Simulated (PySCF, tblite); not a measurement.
# CH₂F₃GaO₂, a small molecule taken as a stand-in for a surface group (gallia monomer): NMR shifts, core binding energies and electronic excitations

Wanted: the NMR shifts, core binding energies and electronic excitations for `[OH][Ga]([OH])[C](F)(F)F`.

Programs: tblite 0.8.0 and PySCF 2.14.0. All values are calculated, for the isolated system unless a continuum is named. Atoms count from 0, parts from 1.

### Step 1. The system as given

9 atoms, charge 0, multiplicity 1; geometry: distance geometry start.

### Step 2. Geometry optimisation with GFN2-xTB

Job settings and geometry (Å):

```
{"job": {"kind": "relax", "xc": "GFN2-xTB", "basis": "xTB"}, "charge": 0, "multiplicity": 1}
O      1.953758    -0.702376     1.577918
Ga     0.512930    -0.481330     0.400117
O      0.269048    -1.849079    -0.880843
C     -1.135068     0.261080     1.182527
F     -1.600248    -0.600803     2.020125
F     -1.987456     0.478986     0.243887
F     -0.834476     1.373381     1.760567
H      2.275216    -1.511895     1.933874
H     -0.141466    -2.686507    -0.716622
```

Method: GFN2-xTB geometry optimisation, gas phase.

Command:

```
OMP_NUM_THREADS=1 python cluster_run.py task.json out
```

This one command runs all jobs of the session in turn.

**Question.** The jobs that follow are: PBE0-D3(BJ)/def2-SVP geometry optimisation, gas phase; GIAO PBE0/pcSseg-2 NMR shielding, non-relativistic, gas phase; delta-SCF UKS SCAN, pcX-2 on the ionised atom, pcseg-1 elsewhere, spin-free X2C; TDDFT CAM-B3LYP/def2-SVPD, vertical, gas phase, core orbitals frozen in the response. Predict: point group; rotational constants (main isotopes); ¹³C shifts against TMS (PBE0/pcSseg-2); ¹H shifts against TMS (PBE0/pcSseg-2); ¹⁷O shifts against H2O (PBE0/pcSseg-2); ⁷¹Ga shifts against GaH4- (PBE0/pcSseg-2); ¹⁹F shifts against CFCl3 (PBE0/pcSseg-2, means over atoms taken as alike); potential on the surface of density 0.002 e/bohr³, 1st and 99th percentile; O1s binding energies, SCAN/pcX-2; F1s binding energies, SCAN/pcX-2; C1s binding energies, SCAN/pcX-2; lowest singlet (CAM-B3LYP/def2-SVPD); brightest single state of those computed; lowest triplet; vertical ionisation energy (ΔSCF); vertical electron affinity (ΔSCF).

**Answer**, as computed:

| quantity | value |
| --- | --- |
| point group | Cs |
| rotational constants (main isotopes) | 2.99, 1.35, 1.11 GHz |
| ¹³C shifts against TMS (PBE0/pcSseg-2) | 138.2 ppm |
| ¹H shifts against TMS (PBE0/pcSseg-2) | 2.47, 1.97 ppm |
| ¹⁷O shifts against H2O (PBE0/pcSseg-2) | 58.4, 45.5 ppm |
| ⁷¹Ga shifts against GaH4- (PBE0/pcSseg-2) | 246 ppm |
| ¹⁹F shifts against CFCl3 (PBE0/pcSseg-2, means over atoms taken as alike) | -58.3, -58.4 ppm |
| potential on the surface of density 0.002 e/bohr³, 1st and 99th percentile | -1.29 V and 3.01 V |
| O1s binding energies, SCAN/pcX-2 | O0 538.43, O2 538.43 eV |
| F1s binding energies, SCAN/pcX-2 | F5 694.05, F4 694.04 eV |
| C1s binding energies, SCAN/pcX-2 | C3 297.75 eV |
| lowest singlet (CAM-B3LYP/def2-SVPD) | 6.77 eV (183 nm), f = 0.000 |
| brightest single state of those computed | state 5, 7.51 eV, f = 0.109 |
| lowest triplet | 6.37 eV |
| vertical ionisation energy (ΔSCF) | 11.86 eV |
| vertical electron affinity (ΔSCF) | -0.20 eV (unbound: the value hangs on the basis) |

**Reading.** The start of the PBE0/def2-SVP relaxation was shaken at random by about 0.01 Å, so part of the energy gained, and of the first lengths quoted, undoes that. Over 5 steps the energy fell by 0.177 eV; of the close pairs, O2–H8 changed most, 0.922 to 0.963 Å (PBE0/def2-SVP). No frequency check was run at this level, so the end point may be a saddle. At PBE0/pcSseg-2: The largest span, 363 ppm, is at Ga1, where the paramagnetic term is -1171 ppm. At PBE0/pcSseg-2, counted by nearest atom on the grid, the HOMO lies on C3 26 %; O2 25 %, the LUMO on Ga1 47 %; O0, O2 about 10 % each. At SCAN/pcX-2: the O1s levels computed lie within 0.01 eV of one another, too close to rank. At SCAN/pcX-2: the F1s levels computed lie within 0.01 eV of one another, too close to rank. The lowest singlet, at 6.77 eV, is HOMO−1→LUMO 0.91 and is dark; of the 6 states computed, the strongest absorption comes from state 5 at 7.51 eV. The lowest triplet lies 0.41 eV below the lowest singlet (triplets in Tamm-Dancoff, singlets in full TDDFT). The orbital energy would give 10.84 eV for ionisation, ΔSCF gives 11.86 eV. Spin-orbit coupling is left out, which matters for shieldings and couplings at and beside the heavy atoms.
